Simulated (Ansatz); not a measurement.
# Si8H8O12: small, medium and large basis sets

Aim: see how fast density functionals converge with the basis set for Si8H8O12.

Program: Ansatz 0.2.0, Gaussian basis. Level of theory: one geometry, several basis sets. These are calculated values, not measurements.

The runs, in order: PBE0-D4/def2-SVP; ωB97M-V/def2-SVP; PBE0-D4/def2-QZVPP; ωB97M-V/def2-QZVPP; the functionals' def2-TZVPP values are taken from earlier runs.

**1. The relaxed structure**

The geometry comes from an earlier relaxation with PBE0-D4 in a triple-zeta def2 set; it is a stationary point, not always the lowest conformer.

SMILES `O1[SiH]2O[SiH]3O[SiH]4O[SiH]1O[SiH]1O[SiH](O2)O[SiH](O3)O[SiH](O4)O1`, 28 atoms, charge 0, spin multiplicity 1.

Atoms are counted from 1 here; the program's logs count them from 0.

Bond lengths: O1–Si2 1.623 Å, O1–Si8 1.623 Å, Si2–O3 1.623 Å, Si2–O13 1.623 Å, Si2–H21 1.465 Å, O3–Si4 1.623 Å, Si4–O5 1.623 Å, Si4–O16 1.623 Å, Si4–H22 1.465 Å, O5–Si6 1.623 Å, Si6–O7 1.623 Å, Si6–O19 1.623 Å, Si6–H23 1.465 Å, O7–Si8 1.623 Å, Si8–O9 1.623 Å, Si8–H24 1.465 Å, O9–Si10 1.623 Å, Si10–O11 1.623 Å and more. Angles: Si2–O1–Si8 148.2°, O1–Si2–O3 109.6°, O1–Si2–O13 109.6°, O1–Si2–H21 109.3°, O3–Si2–O13 109.6°, O3–Si2–H21 109.3°, O13–Si2–H21 109.3°, Si2–O3–Si4 148.1°, O3–Si4–O5 109.6°, O3–Si4–O16 109.6°, O3–Si4–H22 109.3°, O5–Si4–O16 109.6°, O5–Si4–H22 109.3°, O16–Si4–H22 109.3°, Si4–O5–Si6 148.1°, O5–Si6–O7 109.6°, O5–Si6–O19 109.6°, O5–Si6–H23 109.3° and more.

Geometry (Å):

```xyz
28
H8O12Si8
O     1.2241    2.3101    0.4439
Si    1.4220    1.4350    1.7969
O    -0.0290    1.0718    2.4279
Si   -1.4681    0.3435    2.2442
O    -2.2538    0.9990    0.9839
Si   -2.2797    1.3209   -0.6070
O    -1.0028    2.2443   -0.9970
Si    0.6108    2.4130   -1.0556
O     1.2474    1.2451   -1.9861
Si    1.4680   -0.3423   -2.2445
O     2.2523   -0.9960   -0.9825
Si    2.2794   -1.3210    0.6078
O     2.2228    0.0666    1.4485
O     1.0034   -2.2462    0.9967
Si   -0.6103   -2.4136    1.0547
O    -1.2464   -1.2432    1.9825
O    -1.2229   -2.3131   -0.4453
Si   -1.4220   -1.4355   -1.7965
O    -2.2237   -0.0684   -1.4450
O     0.0283   -1.0699   -2.4275
H     2.1926    2.2137    2.7695
H    -2.2636    0.5278    3.4606
H    -3.5146    2.0367   -0.9369
H     0.9411    3.7214   -1.6258
H     2.2639   -0.5299   -3.4600
H     3.5150   -2.0365    0.9356
H    -0.9420   -3.7205    1.6274
H    -2.1925   -2.2127   -2.7703
```

**2. PBE0-D4 in def2-SVP**

Input file in.yaml:

```yaml
crystal:
  periodic: [false, false, false]
  atoms:
    - {symbol: O, position_ang: [1.224090, 2.310066, 0.443922]}
    - {symbol: Si, position_ang: [1.421954, 1.435029, 1.796872]}
    - {symbol: O, position_ang: [-0.028970, 1.071755, 2.427913]}
    - {symbol: Si, position_ang: [-1.468146, 0.343481, 2.244234]}
    - {symbol: O, position_ang: [-2.253767, 0.999037, 0.983921]}
    - {symbol: Si, position_ang: [-2.279653, 1.320876, -0.607029]}
    - {symbol: O, position_ang: [-1.002754, 2.244311, -0.997050]}
    - {symbol: Si, position_ang: [0.610765, 2.413030, -1.055586]}
    - {symbol: O, position_ang: [1.247445, 1.245095, -1.986147]}
    - {symbol: Si, position_ang: [1.467978, -0.342348, -2.244522]}
    - {symbol: O, position_ang: [2.252347, -0.996041, -0.982478]}
    - {symbol: Si, position_ang: [2.279384, -1.320984, 0.607795]}
    - {symbol: O, position_ang: [2.222805, 0.066596, 1.448498]}
    - {symbol: O, position_ang: [1.003420, -2.246215, 0.996667]}
    - {symbol: Si, position_ang: [-0.610268, -2.413557, 1.054670]}
    - {symbol: O, position_ang: [-1.246444, -1.243240, 1.982536]}
    - {symbol: O, position_ang: [-1.222862, -2.313114, -0.445329]}
    - {symbol: Si, position_ang: [-1.421993, -1.435527, -1.796452]}
    - {symbol: O, position_ang: [-2.223672, -0.068358, -1.445011]}
    - {symbol: O, position_ang: [0.028340, -1.069894, -2.427451]}
    - {symbol: H, position_ang: [2.192574, 2.213671, 2.769534]}
    - {symbol: H, position_ang: [-2.263609, 0.527762, 3.460577]}
    - {symbol: H, position_ang: [-3.514559, 2.036704, -0.936893]}
    - {symbol: H, position_ang: [0.941094, 3.721450, -1.625791]}
    - {symbol: H, position_ang: [2.263942, -0.529854, -3.460043]}
    - {symbol: H, position_ang: [3.515043, -2.036481, 0.935551]}
    - {symbol: H, position_ang: [-0.941973, -3.720517, 1.627417]}
    - {symbol: H, position_ang: [-2.192539, -2.212731, -2.770324]}
basis:
  gaussian: {orbitals: def2-SVP}
hamiltonian: {xc: pbe0, dispersion: d4}
output: {orbitals: {seedname: orbitals}}
```

The runs that follow: ωB97M-V in def2-SVP; PBE0-D4 in def2-QZVPP; ωB97M-V in def2-QZVPP.

**Question.** What will the summary of the whole plan be? Wanted: PBE0-D4: double and triple zeta above quadruple; ωB97M-V: double and triple zeta above quadruple.

As calculated:

| quantity | value |
| --- | --- |
| PBE0-D4: double and triple zeta above quadruple | 59.05, 3.78 eV |
| ωB97M-V: double and triple zeta above quadruple | 59.07, 3.45 eV |

What this shows: PBE0-D4 gains 55.28 eV from double to triple zeta, then 3.78 eV more. These are total energies; as a rule much of such shifts cancels in differences, which this series doesn't test. The LUMO of ωB97M-V is positive and keeps falling with the basis (1.83 to 1.31 eV): an unbound level that the basis holds in place.
